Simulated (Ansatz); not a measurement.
Working through a band structure of Mg, space group Fm-3m

Program: the Ansatz DFT code, driven from Python.

The cells in order, each with its output:

In [1]:
```python
import ansatz as az
import matplotlib.pyplot as plt
import numpy as np
from pymatgen.core import Lattice, Structure
from pymatgen.io.ase import AseAtomsAdaptor
```

In [2]:
```python
config = {
    "xc": "pbesol",
    "vdw": "d4",
    "kmesh": (11, 11, 11),
    "smearing": "fermi_dirac",
    "width_ev": 0.01,
    "max_scf": 80,
    "extra_bands": 8,
}
```

In [3]:
```python
pmg_structure = Structure(
    Lattice([(0.0, 2.244256, 2.244256), (2.244256, 0.0, 2.244256), (2.244256, 2.244256, 0.0)]),
    ["Mg"],
    [
        (0.0, 0.0, 0.0),
    ],
)
cell = az.Crystal.from_ase(AseAtomsAdaptor.get_atoms(pmg_structure))

# vertices of the path, as fractions of the reciprocal vectors
path = [
    ("K", (0.375, 0.375, 0.75)),
    ("G", (0.0, 0.0, 0.0)),
    ("L", (0.5, 0.5, 0.5)),
    ("W", (0.5, 0.25, 0.75)),
    ("X", (0.5, 0.0, 0.5)),
]
base = (
    cell.calculation()
    .functional(config["xc"], dispersion=config["vdw"])
    .kpoints(mesh=config["kmesh"], center="monkhorst-pack")
    .occupations(config["smearing"], width=config["width_ev"])
    .initial_density(normalization="cell")
    .scf(max_iterations=config["max_scf"])
    .band_structure([point for _, point in path], intervals=10)
    .scf(extra_bands=config["extra_bands"])
)
result = base.run()
report = result.report
```
```text
DeckWarning: basis.ecutwfc = 420 eV, auto-derived from the records' recommended cutoffs: set by Mg (normal level)
RunWarning: dispersion: an atom stands within reach of a switch of its C6 between two reference coordination numbers of its element: through that C6 alone, e_disp changes by 0.025 eV or more while the distances to its neighbours run over a stretch of 0.05 Å that contains this geometry (sites counted from 0 in the [...]
```

In [4]:
```python
report["n_electrons"]
```
Out [4]:
```text
10.0
```

In [5]:
```python
report["free_energy_ev"]
```
Out [5]:
```text
-1912.0767598743157
```

In [6]:
```python
n_atoms = len(report["lattice"]["sites"])
print("F =", round(report["free_energy_ev"], 4), "eV for", n_atoms, "atoms")
print("E(sigma -> 0) =", round(report["energy_sigma0_ev"], 4), "eV, TS =", round(report["entropy_ts_ev"], 5), "eV")
print("closed by", report["closed_by"], "after", report["n_iterations"], "iterations")
```
```text
F = -1912.0768 eV for 1 atoms
E(sigma -> 0) = -1912.0763 eV, TS = 0.00083 eV
closed by deck_thresholds after 5 iterations
```

In [7]:
```python
# accept the result only where the loop met its thresholds and nothing is doubted
problems = list(report["published_state_doubts"])
if not report["converged"] or report.get("closed_by") != "deck_thresholds":
    problems.append("loop closed by " + str(report.get("closed_by")))
print("accepted" if not problems else f"check before use: {problems}")
```
```text
accepted
```

In [8]:
```python
print("doubts on the final state:", report["published_state_doubts"] or "none")
print("warnings:", sorted({n["data"]["kind"] for n in result.notices if n["data"].get("severity") in ("warning", "doubt")}) or "none")
```
```text
doubts on the final state: none
warnings: ['dispersion_switch_in_reach']
```

In [9]:
```python
bands = result.band_structure()
fermi = bands.fermi_energy_ev
print(f"zero of the bands: {fermi:.3f} eV, the Fermi level found on the SCF mesh")
reciprocal = 2 * np.pi * np.linalg.inv(result.lattice.cell_ang).T
steps = np.linalg.norm(np.diff(bands.kpoints_frac @ reciprocal, axis=0), axis=1)
distance = np.concatenate([[0], np.cumsum(steps)])
fig, ax = plt.subplots(figsize=(5, 4))
for channel, colour in zip(bands.channels, ("C0", "C3")):
    ax.plot(distance, channel.eigenvalues_ev - fermi, colour, lw=1)
ax.set_xticks(distance[::10], [label for label, _ in path])
ax.set(ylim=(-6, 6), ylabel="E - E_F (eV)", xlim=(0, distance[-1]))
ax.grid(axis="x")
fig.savefig("bands.png", dpi=100)
first = bands.channels[0].eigenvalues_ev - fermi
near = np.argsort(np.abs(first.mean(axis=0)))[:4]
for band in sorted(near):
    print(f"band {band + 1}: {first[:, band].min():.3f} to {first[:, band].max():.3f} eV")
```
```text
zero of the bands: 5.702 eV, the Fermi level found on the SCF mesh
band 5: -6.965 to 1.473 eV
band 6: -1.265 to 12.475 eV
band 7: 1.928 to 12.475 eV
band 8: 3.626 to 13.237 eV
```

Caveats:
- The settings weren't tested for convergence.
- Dispersion corrections can be off by several per cent in the lattices of metals, and by several GPa in the pressure at a fixed cell.
- The mesh is modest for a metal, so energies can be off by several to tens of meV an atom and pressures by half a GPa or more; differences at equal mesh fare better.
- This isn't the structure that Mg takes at ambient conditions.
- Levels are Kohn-Sham eigenvalues on this mesh.
- Warnings are shown shortened and without file and line.
- Hardware and time: 3 s on 1 thread of Arm Neoverse V1, with other jobs on the host, peak memory 0.38 GiB.

(Lines on the test bed's own set-up are left out of the output.)
